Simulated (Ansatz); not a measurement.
# F4H4OSi2: the cost of one run

Computed with Ansatz 0.2.0, Gaussian basis. Level: PBE0-D4/def2-SVP.

22 further runs of the same task are left out: 22 set aside as unsound or not needed.

### 1 Where the work starts

The first end: 11 atoms, charge 0, spin multiplicity 1.

Atoms are counted from 1 here; the program's logs count them from 0.

Bond lengths: Si1–O2 1.609 Å, Si1–F4 1.569 Å, Si1–F5 1.564 Å, Si1–F6 1.564 Å, O2–Si3 1.676 Å, Si3–H9 1.480 Å, Si3–H10 1.480 Å, Si3–H11 1.477 Å, H7–F8 0.930 Å. Angles: O2–Si1–F4 110.0°, O2–Si1–F5 110.2°, O2–Si1–F6 110.2°, F4–Si1–F5 108.9°, F4–Si1–F6 108.9°, F5–Si1–F6 108.7°, Si1–O2–Si3 137.4°, O2–Si3–H9 108.5°, O2–Si3–H10 108.5°, O2–Si3–H11 105.8°, H9–Si3–H10 110.7°, H9–Si3–H11 111.5°, H10–Si3–H11 111.5°.

Geometry (Å):

| atom | x (Å) | y (Å) | z (Å) |
| --- | --- | --- | --- |
| Si1 | -0.4799 | 0.3538 | 1.4713 |
| O2 | 0.1072 | -0.0374 | 0.0258 |
| Si3 | -0.4152 | -0.0127 | -1.5670 |
| F4 | -1.9379 | 0.9157 | 1.3237 |
| F5 | 0.4185 | 1.4448 | 2.1411 |
| F6 | -0.5137 | -0.9049 | 2.3989 |
| H7 | 1.7989 | -0.6955 | 0.0858 |
| F8 | 2.6641 | -1.0361 | 0.1043 |
| H9 | -1.6081 | -0.8810 | -1.6841 |
| H10 | -0.7463 | 1.3830 | -1.9317 |
| H11 | 0.7125 | -0.5296 | -2.3681 |

The second end:

```xyz
11

Si    0.23345    0.06772    1.46198
O     0.57348   -0.25792   -0.33492
Si   -0.56196    0.04385   -1.60371
F    -1.19854    0.54724    0.78266
F     0.53846    1.48656    2.09990
F    -0.43934   -1.03864    2.37660
H     1.45081   -0.61616   -0.51117
F     1.75371   -0.50481    1.61409
H    -1.73663   -0.82325   -1.42771
H    -0.84483    1.48515   -1.67678
H     0.23149   -0.38972   -2.78084
```

### 2 The band at PBE0-D4/def2-SVP

Input file neb/in.yaml:

```yaml
crystal:
  periodic: [false, false, false]
  atoms:
    - {symbol: Si, position_ang: [-0.479944, 0.353798, 1.471299]}
    - {symbol: O, position_ang: [0.107244, -0.037367, 0.025795]}
    - {symbol: Si, position_ang: [-0.415170, -0.012697, -1.566999]}
    - {symbol: F, position_ang: [-1.937939, 0.915705, 1.323708]}
    - {symbol: F, position_ang: [0.418476, 1.444768, 2.141076]}
    - {symbol: F, position_ang: [-0.513656, -0.904930, 2.398945]}
    - {symbol: H, position_ang: [1.798911, -0.695539, 0.085760]}
    - {symbol: F, position_ang: [2.664055, -1.036105, 0.104332]}
    - {symbol: H, position_ang: [-1.608072, -0.881026, -1.684054]}
    - {symbol: H, position_ang: [-0.746295, 1.383035, -1.931698]}
    - {symbol: H, position_ang: [0.712489, -0.529643, -2.368064]}
basis:
  gaussian: {orbitals: def2-SVP}
hamiltonian: {xc: pbe0, dispersion: d4}
neb:
  images: 5
  climbing: true
  max_iterations: 40
  initial_path: idpp
  final_atoms:
    - {symbol: Si, position_ang: [0.233450, 0.067722, 1.461983]}
    - {symbol: O, position_ang: [0.573478, -0.257922, -0.334922]}
    - {symbol: Si, position_ang: [-0.561964, 0.043853, -1.603711]}
    - {symbol: F, position_ang: [-1.198542, 0.547236, 0.782656]}
    - {symbol: F, position_ang: [0.538463, 1.486555, 2.099903]}
    - {symbol: F, position_ang: [-0.439340, -1.038643, 2.376603]}
    - {symbol: H, position_ang: [1.450808, -0.616165, -0.511166]}
    - {symbol: F, position_ang: [1.753712, -0.504814, 1.614086]}
    - {symbol: H, position_ang: [-1.736630, -0.823253, -1.427705]}
    - {symbol: H, position_ang: [-0.844825, 1.485147, -1.676785]}
    - {symbol: H, position_ang: [0.231492, -0.389718, -2.780844]}
```

Started as:

```sh
> ansatz run in.yaml --threads 4 --pin off --events-out ev --progress --plain --max-ram 66560MiB --backend cpu
```

**Question.** How long does this run take on 4 threads of AMD EPYC 7R13, shared host?

About 2.7 min.
